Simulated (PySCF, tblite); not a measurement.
# C4H11NSi: a rotation path, then NMR shifts on frames, part 2 of 2

tblite 0.8.0 and PySCF 2.14.0. Atoms count from 0.

### 5 NMR shieldings: image 5, PBE0/pcSseg-1

The job: settings as JSON, then the geometry in Å.

```
{"job": {"kind": "nmr", "xc": "PBE0", "basis": "pcSseg-1", "pop": false}, "charge": 0, "multiplicity": 1}
C      2.498100    -0.823200    -0.005800
N      1.872400     0.463000    -0.218300
Si     0.369200     0.887600     0.507100
C     -0.619200    -0.489600     1.313600
C     -1.160700    -0.049000    -0.070700
C     -2.543500     0.554500    -0.075500
H      3.030500    -0.879100     0.950700
H      1.727100    -1.588900    -0.009900
H      3.201600    -1.038200    -0.811300
H      2.545300     1.192000    -0.386200
H      0.302300     2.249200     1.003000
H     -1.280300    -0.295200     2.146300
H     -0.216000    -1.492200     1.368900
H     -1.045000    -0.800800    -0.847100
H     -2.748400     1.049500    -1.023100
H     -3.300600    -0.216200     0.076100
H     -2.640000     1.288700     0.721900
```

Method: GIAO PBE0/pcSseg-1 NMR shielding, non-relativistic, gas phase.

The program printed:

```text
coarse grid: 13856 points
cycle   1  E = -502.7367169582  dE =  5.655e-01  |g| = 5.265e-01  |ddm| = 3.603e+00
cycle   2  E = -502.6848023183  dE =  5.191e-02  |g| = 6.940e-01  |ddm| = 1.199e+00
cycle   3  E = -502.8088472964  dE = -1.240e-01  |g| = 5.074e-02  |ddm| = 7.540e-01
cycle   4  E = -502.8093374665  dE = -4.902e-04  |g| = 2.640e-02  |ddm| = 7.443e-02
cycle   5  E = -502.8094985985  dE = -1.611e-04  |g| = 7.232e-03  |ddm| = 2.785e-02
cycle   6  E = -502.8095089378  dE = -1.034e-05  |g| = 2.663e-03  |ddm| = 8.142e-03
cycle   7  E = -502.8095104688  dE = -1.531e-06  |g| = 2.481e-04  |ddm| = 2.201e-03
final grid: 126848 points
cycle   8  E = -502.8429661294  dE = -3.442e-05  |g| = 9.014e-03  |ddm| = 2.890e-02
cycle   9  E = -502.8429539580  dE =  1.217e-05  |g| = 1.137e-02  |ddm| = 1.789e-02
cycle  10  E = -502.8429866653  dE = -3.271e-05  |g| = 8.485e-04  |ddm| = 1.047e-02
cycle  11  E = -502.8429868349  dE = -1.696e-07  |g| = 2.277e-04  |ddm| = 1.080e-03
cycle  12  E = -502.8429868470  dE = -1.208e-08  |g| = 6.896e-05  |ddm| = 2.274e-04
cycle  13  E = -502.8429868478  dE = -8.691e-10  |g| = 2.878e-05  |ddm| = 8.222e-05
converged SCF energy = -502.8429868478

GIAO shielding tensors (ppm)
atom      isotropic    diamagn.    paramagn.     s11        s22        s33       span
  0 C      154.292     243.392     -89.100    130.651    146.653    185.574     54.923
  1 N      271.206     322.309     -51.103    219.798    276.717    317.101     97.303
  2 Si     430.331     883.005    -452.674    310.192    344.077    636.723    326.531
  3 C      181.077     256.810     -75.733    148.462    187.231    207.539     59.077
  4 C      177.704     257.322     -79.618    159.452    164.721    208.939     49.486
  5 C      167.929     243.804     -75.875    150.596    164.683    188.507     37.911
  6 H       28.914      27.915       0.999     23.829     26.504     36.409     12.580
  7 H       29.317      31.167      -1.850     23.942     29.705     34.304     10.361
  8 H       29.169      28.108       1.061     24.127     26.634     36.745     12.618
  9 H       32.401      31.909       0.493     22.079     30.965     44.160     22.081
 10 H       27.600      30.783      -3.183     22.246     26.417     34.137     11.891
 11 H       31.607      32.931      -1.324     26.556     28.712     39.552     12.996
 12 H       30.557      33.395      -2.838     25.985     28.012     37.673     11.688
 13 H       30.676      34.624      -3.948     24.465     30.388     37.175     12.710
 14 H       30.214      28.836       1.378     24.813     27.822     38.007     13.194
 15 H       30.254      28.313       1.941     25.392     27.731     37.640     12.249
 16 H       31.416      29.848       1.568     26.900     29.917     37.432     10.533
```

Wall time 48 s (1 thread, shared host).

In short: δ C0 32.6, C5 19.0, C4 9.2, C3 5.8, H10 4.12, H6 2.80 ppm.

### 6 Shielding tensors: image 6, PBE0/pcSseg-1

The job: settings as JSON, then the geometry in Å.

```
{"job": {"kind": "nmr", "xc": "PBE0", "basis": "pcSseg-1", "pop": false}, "charge": 0, "multiplicity": 1}
C      2.406800    -0.831400    -0.107300
N      1.904300     0.524000    -0.158900
Si     0.379000     0.933400     0.532600
C     -0.597600    -0.421300     1.394900
C     -1.110500    -0.073300    -0.028300
C     -2.506600     0.495200    -0.101100
H      2.832400    -1.084200     0.870700
H      1.584100    -1.513500    -0.304700
H      3.171200    -0.980900    -0.871100
H      2.645300     1.203500    -0.107100
H      0.292300     2.325100     0.925800
H     -1.292400    -0.210500     2.195500
H     -0.163600    -1.406100     1.511400
H     -0.962300    -0.864200    -0.759000
H     -2.699000     0.931900    -1.079500
H     -3.248400    -0.285300     0.074300
H     -2.641900     1.269500     0.651500
```

Method: GIAO PBE0/pcSseg-1 NMR shielding, non-relativistic, gas phase.

The program printed:

```text
coarse grid: 13856 points
cycle   1  E = -502.7369685394  dE =  5.622e-01  |g| = 5.250e-01  |ddm| = 3.600e+00
cycle   2  E = -502.6876256154  dE =  4.934e-02  |g| = 6.864e-01  |ddm| = 1.152e+00
cycle   3  E = -502.8086417868  dE = -1.210e-01  |g| = 4.963e-02  |ddm| = 7.186e-01
cycle   4  E = -502.8091040114  dE = -4.622e-04  |g| = 2.574e-02  |ddm| = 7.172e-02
cycle   5  E = -502.8092564260  dE = -1.524e-04  |g| = 7.164e-03  |ddm| = 2.681e-02
cycle   6  E = -502.8092665680  dE = -1.014e-05  |g| = 2.637e-03  |ddm| = 7.681e-03
cycle   7  E = -502.8092680694  dE = -1.501e-06  |g| = 2.484e-04  |ddm| = 2.143e-03
final grid: 126848 points
cycle   8  E = -502.8432907720  dE = -3.414e-05  |g| = 9.047e-03  |ddm| = 2.644e-02
cycle   9  E = -502.8432790179  dE =  1.175e-05  |g| = 1.134e-02  |ddm| = 1.740e-02
cycle  10  E = -502.8433114648  dE = -3.245e-05  |g| = 8.277e-04  |ddm| = 1.009e-02
cycle  11  E = -502.8433116221  dE = -1.573e-07  |g| = 2.302e-04  |ddm| = 1.035e-03
cycle  12  E = -502.8433116345  dE = -1.241e-08  |g| = 6.307e-05  |ddm| = 2.153e-04
cycle  13  E = -502.8433116352  dE = -6.945e-10  |g| = 2.930e-05  |ddm| = 7.614e-05
converged SCF energy = -502.8433116352

GIAO shielding tensors (ppm)
atom      isotropic    diamagn.    paramagn.     s11        s22        s33       span
  0 C      155.057     244.472     -89.416    130.695    149.028    185.447     54.752
  1 N      271.009     321.868     -50.859    219.116    270.772    323.140    104.025
  2 Si     428.428     882.827    -454.399    303.547    344.048    637.689    334.142
  3 C      181.291     257.253     -75.962    148.508    189.826    205.539     57.031
  4 C      181.304     256.698     -75.394    160.687    173.533    209.692     49.006
  5 C      167.938     243.771     -75.832    150.791    164.891    188.134     37.343
  6 H       29.017      28.570       0.446     24.235     26.518     36.297     12.062
  7 H       29.454      31.649      -2.195     24.287     29.737     34.337     10.050
  8 H       29.153      28.198       0.955     24.047     26.664     36.746     12.699
  9 H       32.371      31.562       0.809     22.151     30.795     44.168     22.017
 10 H       27.638      30.756      -3.118     22.562     26.333     34.019     11.457
 11 H       31.697      32.942      -1.245     26.573     28.887     39.631     13.059
 12 H       30.490      33.455      -2.965     25.651     28.298     37.521     11.870
 13 H       30.571      34.542      -3.970     24.238     30.443     37.033     12.795
 14 H       30.187      28.898       1.290     24.776     27.763     38.023     13.247
 15 H       30.203      28.399       1.804     25.348     27.708     37.553     12.205
 16 H       31.345      29.857       1.488     26.838     29.821     37.376     10.539
```

It took 47 s on 1 thread, shared host.

Key values: δ C0 31.9, C5 19.0, C3 5.6, C4 5.6, H10 4.08, H6 2.70 ppm.

### 7 Shielding tensors: image 8, PBE0/pcSseg-1

The job: settings as JSON, then the geometry in Å.

```
{"job": {"kind": "nmr", "xc": "PBE0", "basis": "pcSseg-1", "pop": false}, "charge": 0, "multiplicity": 1}
C      2.397100    -0.777600    -0.402600
N      1.971700     0.527400     0.049800
Si     0.388400     0.884500     0.621400
C     -0.697000    -0.279600     1.631100
C     -1.086000    -0.177800     0.130400
C     -2.443000     0.411100    -0.171500
H      2.703900    -1.432100     0.421000
H      1.573300    -1.253000    -0.928700
H      3.238100    -0.675300    -1.091800
H      2.727500     1.024400     0.497800
H      0.285300     2.322000     0.780900
H     -1.441300     0.099100     2.319000
H     -0.333800    -1.248100     1.952600
H     -0.920300    -1.094600    -0.428500
H     -2.543100     0.632600    -1.233000
H     -3.236400    -0.284600     0.106400
H     -2.591400     1.333700     0.385200
```

Level: GIAO PBE0/pcSseg-1 NMR shielding, non-relativistic, gas phase.

The program printed:

```text
coarse grid: 13856 points
cycle   1  E = -502.7433299336  dE =  5.484e-01  |g| = 5.146e-01  |ddm| = 3.595e+00
cycle   2  E = -502.7001183148  dE =  4.321e-02  |g| = 6.614e-01  |ddm| = 1.114e+00
cycle   3  E = -502.8120691850  dE = -1.120e-01  |g| = 4.967e-02  |ddm| = 6.843e-01
cycle   4  E = -502.8125329324  dE = -4.637e-04  |g| = 2.565e-02  |ddm| = 7.099e-02
cycle   5  E = -502.8126838834  dE = -1.510e-04  |g| = 7.362e-03  |ddm| = 2.711e-02
cycle   6  E = -502.8126946366  dE = -1.075e-05  |g| = 2.627e-03  |ddm| = 7.755e-03
cycle   7  E = -502.8126961218  dE = -1.485e-06  |g| = 2.658e-04  |ddm| = 2.163e-03
final grid: 126848 points
cycle   8  E = -502.8457863898  dE = -3.187e-05  |g| = 8.825e-03  |ddm| = 2.520e-02
cycle   9  E = -502.8457748273  dE =  1.156e-05  |g| = 1.110e-02  |ddm| = 1.682e-02
cycle  10  E = -502.8458060237  dE = -3.120e-05  |g| = 7.972e-04  |ddm| = 9.999e-03
cycle  11  E = -502.8458061716  dE = -1.478e-07  |g| = 2.187e-04  |ddm| = 9.692e-04
cycle  12  E = -502.8458061826  dE = -1.103e-08  |g| = 6.816e-05  |ddm| = 2.205e-04
cycle  13  E = -502.8458061835  dE = -8.455e-10  |g| = 2.700e-05  |ddm| = 7.203e-05
converged SCF energy = -502.8458061835

GIAO shielding tensors (ppm)
atom      isotropic    diamagn.    paramagn.     s11        s22        s33       span
  0 C      155.017     244.523     -89.507    131.936    145.603    187.511     55.575
  1 N      262.179     321.858     -59.679    215.817    260.867    309.853     94.036
  2 Si     428.192     882.495    -454.302    302.165    338.825    643.586    341.421
  3 C      178.952     258.641     -79.689    149.018    184.916    202.923     53.904
  4 C      182.158     255.006     -72.848    156.381    181.388    208.704     52.323
  5 C      167.051     244.142     -77.091    150.398    163.009    187.746     37.348
  6 H       29.106      29.129      -0.023     24.212     26.723     36.384     12.172
  7 H       29.288      31.291      -2.004     24.348     29.355     34.161      9.813
  8 H       28.934      27.837       1.097     23.617     26.575     36.609     12.993
  9 H       32.098      31.306       0.792     22.017     31.173     43.102     21.086
 10 H       27.658      30.883      -3.225     22.296     26.618     34.058     11.762
 11 H       31.880      32.779      -0.900     26.776     29.069     39.794     13.019
 12 H       30.527      33.204      -2.677     25.743     28.027     37.811     12.069
 13 H       30.296      34.303      -4.007     24.442     29.650     36.796     12.354
 14 H       30.093      29.261       0.832     24.786     27.656     37.837     13.052
 15 H       30.178      28.503       1.675     25.323     27.716     37.496     12.173
 16 H       31.212      30.029       1.183     26.544     29.781     37.311     10.767
```

Wall time 48 s (1 thread, shared host).

This run: δ C0 31.9, C5 19.9, C3 8.0, C4 4.8, H10 4.06, H8 2.78 ppm.

### 8 Comparing the runs: NMR shifts

Shifts (ppm) of some atoms, chosen among heavy atoms and hydrogens apart, with basis size and wall time:

| frame | C0 | C4 | C3 | H13 | H9 | N1 | Si2 | functions | time |
| --- | --- | --- | --- | --- | --- | --- | --- | --- | --- |
| image 0 | 35.0 | 12.0 | 10.6 | 1.25 | 0.32 | 17.5 | -93.0 | 164 | 39 s |
| image 2 | 35.4 | 15.6 | 7.0 | 1.21 | -0.10 | 14.0 | -90.3 | 164 | 45 s |
| image 5 | 32.6 | 9.2 | 5.8 | 1.04 | -0.68 | -3.5 | -81.2 | 164 | 48 s |
| image 6 | 31.9 | 5.6 | 5.6 | 1.15 | -0.65 | -3.3 | -79.3 | 164 | 47 s |
| image 8 | 31.9 | 4.8 | 8.0 | 1.42 | -0.38 | 5.6 | -79.0 | 164 | 48 s |

### 9 Summary of results

The summary covers parts 1 to 2.

| quantity | value |
| --- | --- |
| barrier | 0.097 eV (2.2 kcal/mol) at image 5 |
| end to end (GFN2-xTB) | 0.046 eV |
| 13C shifts against TMS (PBE0/pcSseg-1, image 0) | 35.0, 19.5, 12.0, 10.6 ppm |
| 1H shifts against TMS (PBE0/pcSseg-1, image 0) | 3.93, 2.94, 2.92, 2.57, 1.60, 1.53, 1.25, 1.10, 0.34, 0.32, -0.11 ppm |
| 15N shifts against NH3 (PBE0/pcSseg-1, image 0) | 17.5 ppm |
| 29Si shifts against TMS (PBE0/pcSseg-1, image 0) | -93.0 ppm |
| range of the shift of N1 | -3.5 to 17.5 ppm |

**Reading.** Along the band the dihedral turns by 119°, and the top (dihedral -67°) lies 2.2 kcal/mol above the start (GFN2-xTB, rough), so at room temperature this motion is fast. Ends this close can change order at a higher level. The top was not checked by a frequency run. Shifts at one fixed geometry are not the observed spectrum, which averages over the motion. In the first frame run (image 0): The widest tensor belongs to Si2: span 310 ppm, with a paramagnetic part of -442 ppm. In ppm, N1 moves most: its shift spreads over 21.0 ppm, from -3.5 (image 5) to 17.5 (image 0).
